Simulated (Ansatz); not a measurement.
Consider cell relaxations under several functionals of LaIn, space group Pm-3m (Ansatz's Python interface).

`lain_lattice.py`:
```python
"""Relaxed cell of LaIn under several functionals."""

import ansatz as az
import numpy as np

SETTINGS = {
    "sigma": 0.05,
    "tolerance": 1e-07,
}

def edges_and_angles(cell):
    cell = np.asarray(cell)
    a, b, c = np.linalg.norm(cell, axis=1)
    cosines = cell[1] @ cell[2] / (b * c), cell[0] @ cell[2] / (a * c), cell[0] @ cell[1] / (a * b)
    return (a, b, c, *np.degrees(np.arccos(cosines)))


def main() -> None:
    xtal = (
        az.Lattice.cubic(3.954077)
        .space_group(221)
        .atom("La", (0.5, 0.5, 0.5))
        .atom("In", (0.0, 0.0, 0.0))
    )

    base = (
        xtal.calculation()
        .kpoints(7)
        .occupations(az.OccupationsMethod.FERMI_DIRAC, width=SETTINGS["sigma"])
        .scf(tolerance=SETTINGS["tolerance"])
        .relax(cell=True, max_steps=60)
    )

    levels = [("blyp", "d3bj"), ("pbesol", "none"), ("pbesol", "d3bj")]
    print("level            a       b       c    alpha   beta  gamma  V/atom  steps")
    for name, dispersion in levels:
        seen = []
        run = base.functional(name, dispersion=dispersion).session().plan()
        done = run.execute(on_event=lambda e: seen.append(e) if e["event"] == "relax_step" else None)
        cell = done.lattice.cell_ang
        label = name if dispersion == "none" else f"{name}+{dispersion}"
        print("{:13s} {:7.4f} {:7.4f} {:7.4f} {:6.2f} {:6.2f} {:6.2f}".format(label, *edges_and_angles(cell)), f"{abs(np.linalg.det(cell)) / len(done.lattice.sites):7.3f} {len(seen):5d}")


if __name__ == "__main__":
    main()
```

Rank the levels of theory by the volume of the relaxed cell.

From smallest to largest: PBEsol+D3BJ (28.16 Å³ an atom, -8.9 % against the start), PBEsol (29.56 Å³ an atom, -4.4 % against the start) and BLYP+D3BJ (29.81 Å³ an atom, -3.6 % against the start). The spread is 5.9 % in volume.

The output:

`python lain_lattice.py` gives:
```text
level            a       b       c    alpha   beta  gamma  V/atom  steps
DeckWarning: basis.ecutwfc = 420 eV, auto-derived from the records' recommended cutoffs: set by La (normal level)
DeckWarning: relax.cell: scf.convergence.dr2_threshold = 1e-7 eV (the SCF's general default) is looser than the 2e-10 eV advised for a relaxation that steers and ends on the stress (1e-10 eV for each atom of the cell: 2). What an SCF threshold leaves in a stress goes as its square root, and in the free energy as the [...]
blyp+d3bj      3.9067  3.9067  3.9067  90.00  90.00  90.00  29.813     4
pbesol         3.8957  3.8957  3.8957  90.00  90.00  90.00  29.561     4
pbesol+d3bj    3.8331  3.8331  3.8331  90.00  90.00  90.00  28.158     5
```
(Warnings from the package without file and line, shortened.)

Forces vanish by symmetry, so the ions can't move, and the end may be a saddle. BLYP and dispersion corrections can be off by several per cent in the lattices of metals, and by several GPa in the pressure at a fixed cell. The mesh is modest for a metal, so energies can be off by several to tens of meV an atom and pressures by half a GPa or more; differences at equal mesh fare better. The structure comes from a database of computed cells and needn't be a stable or known phase. Hardware and time: 18 s on 1 thread of Arm Neoverse V1 (shared host), peak memory 0.44 GiB.

(Lines on the test bed's own set-up are left out of the output.)
